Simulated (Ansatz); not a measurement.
# Ti5W: the cost of one run

Method: DFT PBE, scalar-relativistic, plane waves, PAW, unless a step names another level, in Ansatz 0.2.0.

1 further run of the same task is left out (set aside as unsound or not needed). Runs told in other sessions of the task aren't counted.

**1. The system as given**

It takes space group Cmmm (No. 65, orthorhombic). The conventional cell has a = 3.125 Å, b = 4.654 Å, c = 13.989 Å, α = 90.00°, β = 90.00°, γ = 90.00°. Ti (site symmetry mm2) is surrounded by 10 Ti at 2.80 to 3.13 Å. Around Ti (site symmetry mm2) lie 2 W at 2.70 Å and 6 Ti at 2.80 to 2.88 Å. Around Ti (site symmetry mmm) lie 10 Ti at 2.80 to 3.13 Å. W (site symmetry mmm) has 4 Ti at 2.70 Å and 4 W at 2.80 Å in its first shell of neighbours.

Structure file:

```
CELL_PARAMETERS angstrom
1.56258 -2.32676 0.00000
1.56258 2.32676 0.00000
0.00000 0.00000 13.98880
ATOMIC_POSITIONS crystal
Ti 0.00000 0.00000 0.83094
Ti 0.50000 0.50000 0.65777
Ti 0.50000 0.50000 0.34223
Ti 0.00000 0.00000 0.16906
Ti 0.50000 0.50000 0.00000
W 0.00000 0.00000 0.50000
```

The cell was relaxed beforehand at this level, from a generated guess; it is a trial structure. At a tolerance of 0.05 Å it has space group Cmmm (No. 65); it has 16.95 Å³/atom, an uncorrected energy of +0.07 eV/atom over the elements.

**2. Electronic structure at the relaxed geometry**

The input, input.yaml:

```yaml
crystal:
  lattice:
    - [1.5625829515, -2.326764035, 0.0]
    - [1.5625829515, 2.326764035, 0.0]
    - [0.0, 0.0, 13.9888006135]
  atoms:
    - { symbol: Ti, position: [0.0, 0.0, 0.8309447206] }
    - { symbol: Ti, position: [0.5, 0.5, 0.6577730836] }
    - { symbol: Ti, position: [0.5, 0.5, 0.3422269164] }
    - { symbol: Ti, position: [0.0, 0.0, 0.1690552794] }
    - { symbol: Ti, position: [0.5, 0.5, 0.0] }
    - { symbol: W, position: [0.0, 0.0, 0.5] }
basis:
  ecutwfc: 420
kpoints:
  mp_grid: { grid: [14, 14, 4] }
  band_path:
    path:
      - [[0.0, 0.0, 0.0], [-0.5, 0.5, 0.0], [-0.36275128, 0.63724872, 0.0]]
      - [[0.36275128, 0.36275128, 0.0], [0.0, 0.0, 0.0], [0.0, 0.0, 0.5], [0.36275128, 0.36275128, 0.5]]
      - [[-0.36275128, 0.63724872, 0.5], [-0.5, 0.5, 0.5], [-0.5, 0.5, 0.0]]
      - [[0.0, 0.0, 0.0], [0.0, 0.5, 0.0], [0.0, 0.5, 0.5], [0.0, 0.0, 0.5], [-0.5, 0.5, 0.5]]
    npoints: 14
hamiltonian:
  xc: pbe
scf:
  occupations: { method: gaussian, width: 0.1 }
  n_extra_bands: 15
output:
  forces: true
  stress: true
  eigenvalues: true
  populations: true
  dos: { projected: true, de: 0.02, nscf_kmesh: { grid: [17, 17, 5] } }
  bader: true
  write_density: true
  write_potential: true
  elf: true
  volumetric_format: npy
```

Run with:

```console
ansatz run input.yaml --threads 1 --pin off --max-ram 2560MiB --backend cpu --events-out ev --progress --plain --runs-dir out
```

What time and memory should one allow on 1 thread of Intel Xeon at 2.50GHz (Skylake/Cascade Lake), shared host?

About 5.5 min, with a peak of 1.1 GiB.
